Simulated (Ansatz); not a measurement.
# MnHg (Pm-3m) in Ansatz: optical spectrum with revPBE+D3(BJ)+U

Aim: the optical spectrum of MnHg with revPBE+D3(BJ)+U.

All numbers are computed with Ansatz 0.2.0; they aren't measurements. Logs are shortened: lines on timing, memory, paths and dates and some standing lists are left out, and cuts for length are marked.

## Step 1: The cell of the first run

It takes space group Pm-3m (No. 221, cubic). Conventional cell: a = 3.315 Å, b = 3.315 Å, c = 3.315 Å, α = 90.00°, β = 90.00°, γ = 90.00°. Around Hg (site symmetry m-3m) lie 8 Mn at 2.87 Å. Around Mn (site symmetry m-3m) lie 8 Hg at 2.87 Å.

## Step 2: Optical spectrum, revPBE+D3(BJ)+U, collinear spin, antiferromagnetic start (another cell of the same crystal, with 4 atoms)

Input file input.yaml:

```yaml
crystal:
  lattice:
    - [3.315, 0.0, 0.0]
    - [0.0, 3.315, 0.0]
    - [0.0, 0.0, 6.63]
  atoms:
    - { symbol: Hg, position: [0.0, 0.0, 0.0] }
    - { symbol: Hg, position: [0.0, 0.0, 0.5] }
    - { symbol: Mn, position: [0.5, 0.5, 0.25], spin: 4.0 }
    - { symbol: Mn, position: [0.5, 0.5, 0.75], spin: -4.0 }
hamiltonian:
  xc: revpbe
  pseudopotentials: { kind: paw }
  dispersion: d3bj
  hubbard: { sites: [{ species: Mn, l: d, u_eff: 4.5 }] }
magnetization:
  spin_polarized: true
kpoints:
  mp_grid: { grid: [8, 8, 4] }
scf:
  occupations: { method: methfessel_paxton, width: 0.1 }
  n_extra_bands: 16
output:
  eigenvalues: true
  optics: { e_range: [0, 14], sigma: 0.1, nscf_kmesh: { grid: [11, 11, 6] } }
```

Potentials or basis: Ansatz PAW.

Started as:

```sh
$ ansatz run input.yaml --threads 2 --pin off --max-ram 5632MiB --backend cpu --events-out ev --progress --plain --runs-dir out
```

Output:

```text
Warning: RAYON_NUM_THREADS=2 ignored (pool sized by the plan → 2); use --threads N
Hg: projections on atomic orbitals take those of the free atom [Kr 4d10 4f14] 5s2 5p6 5d10 6s2, of charge +0.00 (hamiltonian.pseudopotentials.projection_atoms); the dataset's partial waves leave at most 1.0e-4 of an orbital's norm unspanned inside its sphere
Mn: projections on atomic orbitals take those of the free atom [Ne] 3s2 3p6 3d5 4s2, of charge +0.00 (hamiltonian.pseudopotentials.projection_atoms); the dataset's partial waves leave at most 9.0e-7 of an orbital's norm unspanned inside its sphere
scf.n_extra_bands = 16 over 35 filled bands (N_el = 70.0): the run solves 51 bands
Engine: ansatz 0.2.0, aarch64-unknown-linux-gnu
Pseudopotentials: kind: paw
Pseudopotential: Hg, paw, valence charge 20, recommended cutoff 420 eV (normal), Hg.paw.azcp
Pseudopotential: Mn, paw, valence charge 15, recommended cutoff 420 eV (normal), Mn.paw.azcp
Functional definition: revPBE
  parameter kappa = 1.245
  parameter beta = 0.06672455060314922
  exchange = pbe_x(kappa = kappa, mu = beta*pi^2/3)
  correlation = pbe_c(beta = beta)
Crystal: 4 atoms, lattice volume = 72.859 Å³
Basis set: ecut = 420 eV, 1447 PW (Γ)
Bands: 51, of which v1, the nominal top of the filled ones, is band 35 counted from 1 (34 counted from 0)
Symmetry: 16 space group operations
Space group: P4/mmm (ITA 123), of the structure as read, at distance tolerance 4.2e-5 Å
Magnetic group: BNS 123.348 (UNI 1008), of the structure as read, at distance tolerance 4.2e-5 Å
k-points: 45 of 256
Non-local potential: Hg, projectors of the file, l = 0: 3, l = 1: 2, l = 2: 2, l = 3: 1
Non-local potential: Mn, projectors of the file, l = 0: 3, l = 1: 2, l = 2: 3, l = 3: 1
PAW form: soft (Blöchl's): semilocal exchange-correlation on the pseudo side does not see the compensation charge
PAW frozen core: Hg, regenerated for the run's functional, and the local potential with it (the file was generated under x = pbe(κ = 0.804, μ = 0.2195149727645171), c = pbe(β = 0.06672455060314922))
PAW frozen core: Mn, regenerated for the run's functional, and the local potential with it (the file was generated under x = pbe(κ = 0.804, μ = 0.2195149727645171), c = pbe(β = 0.06672455060314922))
PAW one-centre angular grid: Hg, 590 points (default); XC on 64 Gauss nodes
PAW one-centre angular grid: Mn, 590 points (default); XC on 64 Gauss nodes
Initial density: superposition of atomic densities (chi_scale 0.1, normalization cell)
Starting moments: Σ|m| = 8 μB on 2 of 4 sites
Starting magnetic order: antiferromagnet; a translation exchanges its spin sublattices: spin-degenerate at every k-point
Initial wavefunctions: pseudopotential atomic-orbital guess
Functional: x = revpbe(κ = 1.245, μ = 0.2195149727645171), c = pbe(β = 0.06672455060314922)
the translation (0, 0, 0.5) carries every atom to within crystal.symmetry.tolerance of an atom of its element with the starting moment reversed, but both spin channels are solved: the dense FFT box has an odd point count along it
SCF iter   1: F=—  HF=-35451.288266 eV  |F-HF|=—  |Δ(HF+E_count)|=         —  Δρ=4.98e-2 (↑4.98e-2 ↓4.98e-2)  dr2=3.81e0  dr2_m=9.67e-1  M=0.000 μB ∫|m|=8.997 μB  β_m=1.00  ethr=3.10e-3  ⟨swp⟩=5.2  Hψ=15408  notcnv=0  defer=203
preconditioner: auto → Kerker (q_TF=auto, 2.710 Å⁻¹)  [metal: Δε(μ)=0.029 eV  Ē_g=11.989 eV  σ=0.100 eV  W_gap=0.16  n_scr=28 (ndim 8)  ℏωp=26.8 eV  f_vac=0.000  D(μ)=2.24/eV (n_scr^D=16)]
spin=Collinear: Kerker preconditioning applied to the charge; magnetization (m = ρ↑ − ρ↓) channel mixes plain (no charge-response kernel on spin).
SCF iter   2: F=—  HF=-35450.939053 eV  |F-HF|=—  |Δ(HF+E_count)|=   3.49e-1  Δρ=1.83e-2 (↑1.82e-2 ↓1.83e-2)  dr2=1.14e0  dr2_m=4.51e-2  M=0.000 μB ∫|m|=9.282 μB  β_m=1.00  ethr=3.10e-3  ⟨swp⟩=2.0  Hψ=5951  notcnv=0  defer=756
SCF iter   3: F=—  HF=-35450.820920 eV  |F-HF|=—  |Δ(HF+E_count)|=   1.18e-1  Δρ=7.25e-3 (↑7.25e-3 ↓7.25e-3)  dr2=1.41e-1  dr2_m=7.11e-3  M=-0.000 μB ∫|m|=9.447 μB  β_m=1.00  ethr=1.64e-3  ⟨swp⟩=2.2  Hψ=6032  notcnv=0  defer=756
SCF iter   4: F=—  HF=-35450.871342 eV  |F-HF|=—  |Δ(HF+E_count)|=   5.04e-2  Δρ=4.03e-3 (↑4.03e-3 ↓4.03e-3)  dr2=1.73e-2  dr2_m=3.13e-3  M=0.000 μB ∫|m|=9.530 μB  β_m=1.00  ethr=2.02e-4  ⟨swp⟩=2.1  Hψ=7263  notcnv=0  defer=754
SCF iter   5: F=—  HF=-35450.926916 eV  |F-HF|=—  |Δ(HF+E_count)|=   5.56e-2  Δρ=1.79e-3 (↑1.79e-3 ↓1.79e-3)  dr2=1.91e-3  dr2_m=1.08e-3  M=-0.000 μB ∫|m|=9.564 μB  β_m=0.30  ethr=2.47e-5  ⟨swp⟩=2.0  Hψ=7300  notcnv=0  defer=754
Mixer restart at iter 5: flushing history
spin-set hold released at iteration 5 (site moments contracting): the magnetisation degrees of freedom join the quasi-Newton model from the next iteration; the mixer history was flushed
SCF iter   6: F=—  HF=-35450.958141 eV  |F-HF|=—  |Δ(HF+E_count)|=   3.12e-2  Δρ=1.59e-3 (↑1.59e-3 ↓1.59e-3)  dr2=1.18e-3  dr2_m=1.21e-3  M=-0.000 μB ∫|m|=9.580 μB  β_m=0.65  ethr=2.72e-6  ⟨swp⟩=2.0  Hψ=7386  notcnv=0  defer=754
SCF iter   7: F=—  HF=-35450.992572 eV  |F-HF|=—  |Δ(HF+E_count)|=   3.44e-2  Δρ=1.12e-3 (↑1.12e-3 ↓1.12e-3)  dr2=3.27e-4  dr2_m=6.57e-4  M=0.000 μB ∫|m|=9.623 μB  β_m=0.67  ethr=1.68e-6  ⟨swp⟩=2.0  Hψ=7440  notcnv=0  defer=754
SCF iter   8: F=—  HF=-35450.992508 eV  |F-HF|=—  |Δ(HF+E_count)|=   6.39e-5  Δρ=3.02e-4 (↑3.02e-4 ↓3.02e-4)  dr2=1.27e-4  dr2_m=4.44e-5  M=0.000 μB ∫|m|=9.627 μB  β_m=0.76  ethr=4.67e-7  ⟨swp⟩=2.0  Hψ=8250  notcnv=0  defer=750
SCF iter   9: F=—  HF=-35450.988359 eV  |F-HF|=—  |Δ(HF+E_count)|=         —  Δρ=1.04e-4 (↑1.04e-4 ↓1.04e-4)  dr2=2.38e-5  dr2_m=3.00e-6  M=0.000 μB ∫|m|=9.629 μB  β_m=0.76  ethr=1.81e-7  ⟨swp⟩=2.0  Hψ=4512  notcnv=0  defer=750
Mixer restart at iter 9: flushing history
iteration 9: the input's own smearing fills from here on; a Gaussian of 0.1 eV has filled iterations ahead of it
SCF iter  10: F=—  HF=-35450.988365 eV  |F-HF|=—  |Δ(HF+E_count)|=   6.73e-6  S|Δr|=    0.00e0  Δρ=5.71e-5 (↑5.71e-5 ↓5.71e-5)  dr2=6.65e-6  dr2_m=3.76e-7  M=0.000 μB ∫|m|=9.629 μB  β_m=0.88  ethr=3.40e-8  ⟨swp⟩=2.0  Hψ=4753  notcnv=0  defer=750
SCF iter  11: F=—  HF=-35450.988368 eV  |F-HF|=—  |Δ(HF+E_count)|=   2.57e-6  S|Δr|=    0.00e0  Δρ=3.39e-5 (↑3.38e-5 ↓3.39e-5)  dr2=2.61e-6  dr2_m=1.64e-7  M=-0.000 μB ∫|m|=9.629 μB  β_m=0.73  ethr=9.50e-9  ⟨swp⟩=2.0  Hψ=6252  notcnv=0  defer=750
SCF iter  12: F=—  HF=-35450.988367 eV  |F-HF|=—  |Δ(HF+E_count)|=   6.81e-7  S|Δr|=    0.00e0  Δρ=8.40e-6 (↑8.40e-6 ↓8.40e-6)  dr2=9.56e-8  dr2_m=2.71e-8  M=-0.000 μB ∫|m|=9.629 μB  β_m=0.86  ethr=3.73e-9  ⟨swp⟩=2.0  Hψ=5973  notcnv=0  defer=750
SCF iter  13: F=—  HF=-35450.988367 eV  |F-HF|=—  |Δ(HF+E_count)|=   2.69e-8  S|Δr|=    0.00e0  Δρ=1.52e-6 (↑1.52e-6 ↓1.52e-6)  dr2=4.40e-9  dr2_m=4.29e-10  M=-0.000 μB ∫|m|=9.629 μB  β_m=0.93  ethr=1.37e-10  ⟨swp⟩=2.3  Hψ=6267  notcnv=0  defer=750
SCF iter  14: F=—  HF=-35450.988367 eV  |F-HF|=—  |Δ(HF+E_count)|=   1.66e-9  S|Δr|=    0.00e0  Δρ=4.00e-7 (↑4.00e-7 ↓3.99e-7)  dr2=3.64e-10  dr2_m=6.97e-12  M=-0.000 μB ∫|m|=9.629 μB  β_m=0.96  ethr=6.28e-12  ⟨swp⟩=2.1  Hψ=5782  notcnv=0  defer=750
SCF iter  15: F=—  HF=-35450.988367 eV  |F-HF|=—  |Δ(HF+E_count)|=  1.82e-10  S|Δr|=    0.00e0  Δρ=9.36e-8 (↑9.36e-8 ↓8.88e-8)  dr2=1.98e-11  dr2_m=6.11e-13  M=-0.000 μB ∫|m|=9.629 μB  β_m=0.98  ethr=1.00e-12  ⟨swp⟩=2.1  Hψ=5026  notcnv=0  defer=750
SCF iter  16: F=-35450.988367 eV  HF=-35450.988367 eV  |F-HF|=1.46e-11  |Δ(HF+E_count)|=  2.18e-11  S|Δr|=    0.00e0  Δρ=3.04e-8 (↑2.74e-8 ↓3.04e-8)  dr2=3.04e-12  dr2_m=2.52e-14  M=0.000 μB ∫|m|=9.629 μB  ethr=1.00e-12  ⟨swp⟩=9.6  Hψ=18292  notcnv=0
SCF 1 converged in 16 iterations: F = -35450.988367 eV  dr2 = 3.04e-12
this state was not tested for a lower state beside it, because cold or Methfessel-Paxton smearing, or corrected tetrahedra, fill the levels in a way that the test cannot read (fill_not_monotonic; see scf.lower_state_search)
NSCF: frozen V_eff on 84 k-points
the translation (0, 0, 0.5) carries every atom to within crystal.symmetry.tolerance of an atom of its element with the starting moment reversed, but both spin channels are solved: the SCF whose density it solves on was not solved under it
Optics k sum: 0 of 84 k-points
Optics k sum: 5 of 84 k-points
Optics k sum: 9 of 84 k-points
Optics k sum: 13 of 84 k-points
Optics k sum: 17 of 84 k-points
Optics k sum: 21 of 84 k-points
[... 76 lines left out ...]
Optics k sum: 80 of 84 k-points
Optics k sum: 84 of 84 k-points
SCF converged after 16 iterations
Magnetization: 0.0000 μB (35.0000 up, 35.0000 down)
Absolute magnetization: 9.6424 μB (∫|ρ↑−ρ↓|, with the PAW one-centre terms)
Spin contamination: 4.8835 ħ² per cell (⟨S²⟩ above its minimum at these occupations)
Per-site moments (μB) at R_I (Å): [(-1.580883782073652e-9, 1.1842356130874832), (-1.5808840639656374e-9, 1.1842356130874832), (4.4943317953695425, 1.1842356130874832), (-4.494331787370861, 1.1842356130874832)]
Free energy (F): -35450.988367 eV
Harris-Foulkes:  -35450.988367 eV  (|F-HF|=1.46e-11)
Internal energy: -35450.988331 eV  (E = F + TS)
E sigma→0 (E₀):  -35450.988358 eV
Entropy (-TS):   -0.000036 eV (-0.009 meV/atom)
Fermi energy:    17.126963 eV
Step filling:    the computed levels leave a gap of 0.0000 eV = 0.0 smearing widths at the electron count; against every level under it full and every level over it empty, smearing changes F+E_penalty+E_count by +0.326 meV and its σ→0 estimate by +0.335 meV
--- Per-component energies (eV) ---
  E_band       = -1213.850530
  E_kinetic    = 1805.908276
  E_local      = -8486.053900  (includes V_loc(G=0)·N_el)
  E_nonlocal   = 639.619342
  E_hartree    = 3575.241886
  E_xc         = -667.464157
  E_vxc        = -813.592325  (∫ρ·V_xc dr)
  E_hubbard    = 1.849524  (on-site DFT+U / exact-exchange correction)
  E_vhub       = -20.526910  (the Hubbard potential's part of the band-sum identity)
  E_paw        = -22524.148548  (= ΣΔE_a)
  E_vpaw       = -1489.690720  (= ΣTr[D̂ρ^β])
  E_aug_tail   = 0.001986  (compensation charges beyond the density's cutoff)
  E_ewald      = -9792.942636
  E_disp       = -2.845404  (pairwise vdW)
  E_core_change = -0.154700  (= ΣΔE_core)
  E_smearing   = -0.000036  (= −TS)
  E_closure    = -0.000000  (closes the sum)
  Σ components = -35450.988367   (vs F -35450.988367, Δ=0.00e0)
--- Band table (eV; the first three rows and the last of 90) ---
  k-point 0 ↑: bands = ["-98.8326", "-98.8324", "-66.1281", "-61.3367", "-47.2840", "-47.2739", "-47.2739", "-47.2731", "-47.2731", "-47.2715", "-34.8183", "-34.8183", "-34.7977", "-30.0798", "-30.0798", "-30.0755", "6.8456", "8.1346", "8.1568", "8.3809", "8.6032", "9.1611", "9.1611", "9.3479", "9.3479", "9.3661", "9.6423", "10.2637", "10.4189", "11.0316", "11.0316", "11.2334", "11.5311", "12.5120", "18.3749", "18.8856", "18.8856", "19.2961", "19.3453", "21.3435", "21.3435", "21.3489", "25.4401", "26.6471", "26.6471", "27.1632", "27.2719", "27.8306", "27.8994", "27.8994", "28.4587"]
  k-point 1 ↑: bands = ["-98.8326", "-98.8324", "-66.1282", "-61.3366", "-47.2822", "-47.2739", "-47.2739", "-47.2733", "-47.2731", "-47.2731", "-34.8183", "-34.8183", "-34.7976", "-30.0798", "-30.0798", "-30.0756", "7.0813", "8.1654", "8.2093", "8.2730", "8.5610", "9.1722", "9.1722", "9.3493", "9.3493", "9.3817", "9.6229", "9.6411", "10.4315", "10.9974", "11.0089", "11.0089", "11.2376", "14.1591", "18.3755", "18.7922", "18.7922", "18.8330", "19.3449", "20.1934", "21.8750", "21.8750", "25.0194", "25.0194", "26.0960", "26.8909", "27.1642", "28.5380", "29.0089", "29.6296", "29.6912"]
  k-point 2 ↑: bands = ["-98.8325", "-98.8325", "-66.1283", "-61.3365", "-47.2780", "-47.2776", "-47.2739", "-47.2739", "-47.2731", "-47.2731", "-34.8183", "-34.8183", "-34.7976", "-30.0798", "-30.0798", "-30.0757", "7.5678", "7.8279", "8.2040", "8.4623", "8.5111", "8.9503", "9.1833", "9.1833", "9.3509", "9.3509", "9.4003", "9.6006", "10.4438", "10.9115", "10.9859", "10.9859", "11.2417", "16.3638", "16.8787", "18.3761", "18.7138", "18.7138", "19.3446", "19.7864", "23.1196", "23.1196", "23.3010", "23.3010", "26.2055", "26.8135", "27.1652", "28.5203", "30.9952", "31.0295", "31.2839"]
  k-point 44 ↓: bands = ["-98.8342", "-98.8304", "-66.1265", "-61.3344", "-47.2865", "-47.2865", "-47.2840", "-47.2840", "-47.2772", "-47.2750", "-34.8322", "-34.8322", "-34.7952", "-30.0970", "-30.0970", "-30.0724", "8.1624", "8.3496", "8.5385", "8.5385", "8.7075", "8.7731", "8.7731", "9.3491", "10.1265", "10.1268", "10.4301", "10.5094", "10.5094", "11.0502", "11.1981", "13.9973", "15.4111", "15.4111", "16.2866", "17.1614", "17.1614", "18.9644", "19.2464", "19.5308", "19.5308", "19.9440", "20.1490", "21.2215", "23.6396", "24.2452", "24.9666", "25.3371", "25.3383", "25.3383", "25.4088"]
Occupation matrices written to <dir>
```

Wall time 15 min (2 threads of Arm Neoverse V1, shared host); peak memory 2.9 GiB.

Results:

* Free energy: -35450.9884 eV
* Band gap on the k mesh: none (metal or under the smearing width)
* Net moment: 0.00 μB per cell
* Absolute moment: 9.64 μB per cell
* Site moments: Hg -0.00; Mn +4.49, -4.49 μB

Levels at points of the mesh, in eV from the Fermi level:
Spin up:
| k point | band 32 | band 33 | band 34 | band 35 | band 36 | band 37 | band 38 | band 39 |
| --- | --- | --- | --- | --- | --- | --- | --- | --- |
| (0.00, 0.00, 0.00) | -5.89 | -5.60 | -4.62 | 1.25 | 1.76 | 1.76 | 2.17 | 2.22 |
| (0.00, 0.00, -0.50) | -6.14 | -5.89 | -0.76 | -0.25 | 1.25 | 1.59 | 1.59 | 2.22 |
| (0.00, -0.50, 0.00) | -5.60 | -4.48 | -2.55 | -2.33 | -2.32 | 1.07 | 1.68 | 2.11 |
| (0.00, -0.50, -0.50) | -5.33 | -4.52 | -3.82 | -3.54 | 0.35 | 1.34 | 1.69 | 2.11 |
| (-0.50, -0.50, 0.00) | -2.96 | -2.34 | -2.34 | -0.18 | 0.28 | 0.28 | 1.29 | 1.47 |
| (-0.50, -0.50, -0.50) | -3.13 | -1.72 | -1.72 | -0.84 | 0.03 | 0.03 | 1.84 | 2.12 |
Spin down:
```
              k point  band 31  band 32  band 33  band 34  band 35  band 36  band 37  band 38  band 39  band 40
   (0.00, 0.00, 0.00)    -6.10    -5.89    -5.60    -4.62     1.25     1.76     1.76     2.17     2.22     4.22
  (0.00, 0.00, -0.50)    -6.14    -6.14    -5.89    -0.76    -0.25     1.25     1.59     1.59     2.22     2.66
  (0.00, -0.50, 0.00)    -5.79    -5.60    -4.48    -2.55    -2.33    -2.32     1.07     1.68     2.11     2.60
 (0.00, -0.50, -0.50)    -5.79    -5.33    -4.52    -3.82    -3.54     0.35     1.34     1.69     2.11     2.98
 (-0.50, -0.50, 0.00)    -5.93    -2.96    -2.34    -2.34    -0.18     0.28     0.28     1.29     1.47     3.02
(-0.50, -0.50, -0.50)    -5.93    -3.13    -1.72    -1.72    -0.84     0.03     0.03     1.84     2.12     2.40
```

Dielectric function (mean over the directions given):
```csv
energy (eV),real part,imaginary part
0.50,-145.66,56.66
1.20,-41.33,27.71
1.90,-12.85,20.67
2.60,-8.80,13.58
3.30,-9.46,11.06
4.00,-6.87,6.32
4.70,-5.80,4.92
5.40,-4.24,2.51
6.10,-2.32,2.00
6.80,-1.43,1.88
7.60,-0.80,1.91
8.30,-0.36,1.71
9.00,-0.09,2.40
9.70,-0.86,2.26
10.40,-0.67,1.80
11.10,-0.43,1.45
11.80,-0.30,1.36
12.50,-0.22,1.23
13.20,-0.08,1.14
14.00,-0.03,1.12
```

Eigenvalues of the final occupation matrices:
```tsv
site	spin	trace	eigenvalues
site 1	1	4.97	0.99 0.99 0.99 1.00 1.00
site 1	2	0.42	0.04 0.05 0.11 0.11 0.11
site 2	1	0.42	0.04 0.05 0.11 0.11 0.11
site 2	2	4.97	0.99 0.99 0.99 1.00 1.00
```

Caveat: the magnetic or orbital state may not be the lowest; spectra need much finer meshes, so this one isn't converged; independent-particle spectra lack excitons; the intraband (Drude) part of a metal's response may be missing; pairwise dispersion overbinds metals, which lowers pressure and volume; the U is typed as a test and isn't derived for this compound. The state reached can hang on the start; a lower one may exist.
